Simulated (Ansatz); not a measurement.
**SrSnP: properties at the relaxed cell**

An exercise on one series of results from a longer session: the logs are not shown, and one member is left open.

Program: Ansatz 0.2.0. Level of theory: DFT r2SCAN, scalar-relativistic, plane waves, PAW. These are calculated values, not measurements.

1 further run of the same task is left out (set aside as unsound or not needed).

## The structure to begin with

It takes space group P4/nmm (No. 129, tetragonal). Conventional cell: a = 4.378 Å, b = 4.378 Å, c = 8.982 Å, α = 90.00°, β = 90.00°, γ = 90.00°. Around Sr (site symmetry 4mm) lie 5 P at 3.06 to 3.10 Å and 1 Sn at 3.46 Å. Sn (site symmetry 4mm) has 1 P at 2.46 Å as nearest neighbours. P (site symmetry 4mm) is surrounded by 1 Sn at 2.46 Å and 5 Sr at 3.06 to 3.10 Å.

Coordinates:

```
CELL_PARAMETERS angstrom
4.37823 0.00000 0.00000
0.00000 4.37823 0.00000
0.00000 0.00000 8.98226
ATOMIC_POSITIONS crystal
Sr 0.00000 0.50000 0.66687
Sr 0.50000 0.00000 0.33313
Sn 0.50000 0.00000 0.94801
Sn 0.00000 0.50000 0.05199
P 0.00000 0.50000 0.32567
P 0.50000 0.00000 0.67433
```

It goes back to an entry of the Materials Project, which need not be the stable form.

This cell was relaxed beforehand with the same method: volume 28.70 Å³/atom, gap on the mesh none (metal).

The first run:

File input.yaml:

```yaml
crystal:
  lattice:
    - [4.3340060369, 0.0, 0.0]
    - [0.0, 4.3340060369, 0.0]
    - [0.0, 0.0, 8.891527722]
  atoms:
    - { symbol: Sr, position: [0.0, 0.5, 0.6668679894] }
    - { symbol: Sr, position: [0.5, 0.0, 0.3331320106] }
    - { symbol: Sn, position: [0.5, 0.0, 0.9480080253] }
    - { symbol: Sn, position: [0.0, 0.5, 0.0519919747] }
    - { symbol: P, position: [0.0, 0.5, 0.325673828] }
    - { symbol: P, position: [0.5, 0.0, 0.674326172] }
basis:
  ecutwfc: 500
kpoints:
  mp_grid: { grid: [8, 8, 4] }
hamiltonian:
  xc: r2scan
scf:
  occupations: { method: gaussian, width: 0.1 }
output:
  forces: true
  stress: true
  eigenvalues: true
relax:
  adjacent_minimum: "off"
  f_tol: 0.01
  max_steps: 30
  cell: { stress_tol: 0.1, fix: [volume] }
```

Command:

```
$ ansatz run input.yaml --threads 2 --pin off --max-ram 5120MiB --backend cpu --events-out ev --progress --plain --runs-dir out
```

Among the steps run: The cell scaled to 0.97 of its volume; Volume × 1.03; The cell scaled to 0.94 of its volume; The cell scaled to 1.06 of its volume; The cell scaled to 0.91 of its volume; Point at V/V0 = 1.10; The cell scaled to 0.88 of its volume.

One of the session's tables, all rows but one given; the rest of the session is left out.

It belongs to the step «Equation of state». 

| volume (Å³/atom) | energy above the lowest point (meV/atom) | pressure (GPa) |
| --- | --- | --- |
| 25.253 | 73.1 | 7.59 |
| 26.114 | 38.8 | 5.23 |
| 26.975 | 16.3 | 3.21 |
| 27.836 | 3.9 | 1.48 |
| 28.697 | 0.0 | 0.01 |
| 29.558 | ? | ? |
| 30.419 | 13.1 | -2.31 |
| 31.566 | 34.1 | -3.49 |

Estimate the missing values for volume (Å³/atom) = 29.558.

Worked estimate for «energy above the lowest point (meV/atom)». A straight line through the neighbours (28.697, 0.0) and (30.419, 13.1) gives 0.0 + (13.1 − 0.0) × (29.558 − 28.697) / (30.419 − 28.697) = 6.5; a parabola fitted to 4 rows on both sides gives 3.5.

As computed: energy above the lowest point (meV/atom): 3.4; pressure (GPa): -1.25. In «energy above the lowest point (meV/atom)» the line misses by +3.1 and the parabola by +0.1.
